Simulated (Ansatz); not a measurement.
**BrF (bromine fluoride): CCSD/STO-3G**

What is the vertical ionisation energy of BrF (bromine fluoride) at CCSD/STO-3G? 

Program for the calculation: Ansatz 0.2.0.

44 further runs of the same task are left out: 6 that didn't finish, 38 set aside as unsound or not needed.

## Step 1: The structure to begin with

BrF has 2 atoms, charge 0, and is taken as a singlet. As SMILES, `FBr`. The coordinates come from a PBE0-D4/def2-TZVP relaxation.

Bond lengths: F1–Br2 1.754 Å.

## Step 2: A single-point energy at CCSD/STO-3G

molecule.yaml reads:

```yaml
crystal:
  periodic: [false, false, false]
  atoms:
    - {symbol: F, position_ang: [-0.000000, -0.000000, 0.023210]}
    - {symbol: Br, position_ang: [0.000000, 0.000000, 1.776730]}
basis:
  gaussian:
    orbitals: STO-3G
correlation:
  method: ccsd
  frozen_orbitals: {Br: 9, F: 1}
accuracy: high
scf:
  omitted_lower_state_checks: [cluster_reference, increment]
```

Launch:

```sh
$ ansatz run molecule.yaml --threads 1 --pin off --max-ram 3480MiB --events-out events.jsonl --progress --plain --runs-dir runs
```

Standard output (excerpt; [...] marks lines left out):

```text
Warning: RAYON_NUM_THREADS=1 ignored (pool sized by the plan → 1); use --threads N
Functional definition: HF
  name "HF"
[...]
296 factors; integrals over basis functions are off by at most 8.4e-9 eV
[...]
mean field -71909.78596323 eV, -2642.6358919451 hartree, gradient 1.6e-8 eV, S^2 0.000000; 0 other end points of the search recorded, 0 dependent functions left out
10 core orbitals not correlated: weight in the atoms' cores, before any rotation towards them, 1.000 or more for the frozen orbitals, at most 0.000 for the correlated occupied ones
reference -71909.78596323 eV, -2642.6358919451 hartree; 12, 12 occupied and 1, 1 virtual orbitals, 296 factors
second order -0.82077003 eV of doubles, -0.00000000 eV of singles
cycle   1  -1.07841300 eV  change   -2.6e-1 eV  update   5.0e-2
[...]
cycle  16  -1.24928789 eV  change  -9.1e-10 eV  update   1.2e-9
Total energy: -71911.03525113 eV, -2642.6818024285 hartree
Checks for a lower state left out: cluster_reference, increment
```

It took 0.16 s on 1 thread of Intel Xeon 6975P-C (Granite Rapids), shared host.

## Step 3: The doublet cation, same level

run.yaml reads:

```yaml
crystal:
  periodic: [false, false, false]
  atoms:
    - {symbol: F, position_ang: [-0.000000, -0.000000, 0.023210]}
    - {symbol: Br, position_ang: [0.000000, 0.000000, 1.776730]}
basis:
  gaussian: {orbitals: STO-3G}
total_charge: 1
magnetization: {spin_polarized: true, initial_magnetization: 1}
correlation: {method: ccsd, frozen_orbitals: {Br: 9, F: 1}}
accuracy: high
scf: {omitted_lower_state_checks: [cluster_reference, increment]}
```

Launch:

```sh
$ ansatz run run.yaml --threads 1 --pin off --max-ram 3480MiB --events-out events.jsonl --progress --plain --runs-dir runs
```

Standard output (excerpt; [...] marks lines left out):

```text
Warning: RAYON_NUM_THREADS=1 ignored (pool sized by the plan → 1); use --threads N
[... 2 set-up lines as earlier in the session ...]
[...]
296 factors; integrals over basis functions are off by at most 8.4e-9 eV
[...]
mean field -71900.96578961 eV, -2642.3117565430 hartree, gradient 3.2e-8 eV, S^2 0.852569; 4 other end points of the search recorded, 0 dependent functions left out
10 core orbitals not correlated: weight in the atoms' cores, before any rotation towards them, 1.000 or more for the frozen orbitals, at most 0.000 for the correlated occupied ones
reference -71900.96578961 eV, -2642.3117565430 hartree; 12, 11 occupied and 1, 2 virtual orbitals, 296 factors
second order -0.90403558 eV of doubles, -0.00000000 eV of singles
cycle   1  -1.18308474 eV  change   -2.8e-1 eV  update   8.0e-2
[...]
cycle  25  -1.84110623 eV  change   -1.8e-9 eV  update   1.7e-9
Total energy: -71902.80689584 eV, -2642.3794159490 hartree
Checks for a lower state left out: cluster_reference, increment
```

Run time: 0.52 s. Hardware: 1 thread of Intel Xeon 6975P-C (Granite Rapids), shared host.

## Step 4: Results

At CCSD/STO-3G, 10 core orbitals frozen:

| quantity | value |
| --- | --- |
| singlet BrF: total energy | -2642.68180 Eh |
| singlet BrF: correlation energy (10 core orbitals frozen) | -45.9 mEh |
| singlet BrF: T1 diagnostic | 0.004 |
| doublet cation: total energy | -2642.37942 Eh |
| doublet cation: correlation energy (10 core orbitals frozen) | -67.7 mEh |
| doublet cation: ⟨S²⟩ of the reference determinant | 0.853 |
| doublet cation: T1 diagnostic | 0.054 |
| vertical ionisation energy (to the doublet cation) | 8.228 eV |

**Reading.** Removing an electron at fixed nuclei costs 8.23 eV (190 kcal/mol). In a minimal basis such a difference can be off by several eV, whatever the method. ⟨S²⟩ (doublet cation) is 0.85 where a pure doublet has 0.75: the reference is spin-contaminated. The T1 diagnostic (doublet cation) of 0.054 is above the customary mark for such species, so a single reference may not serve.
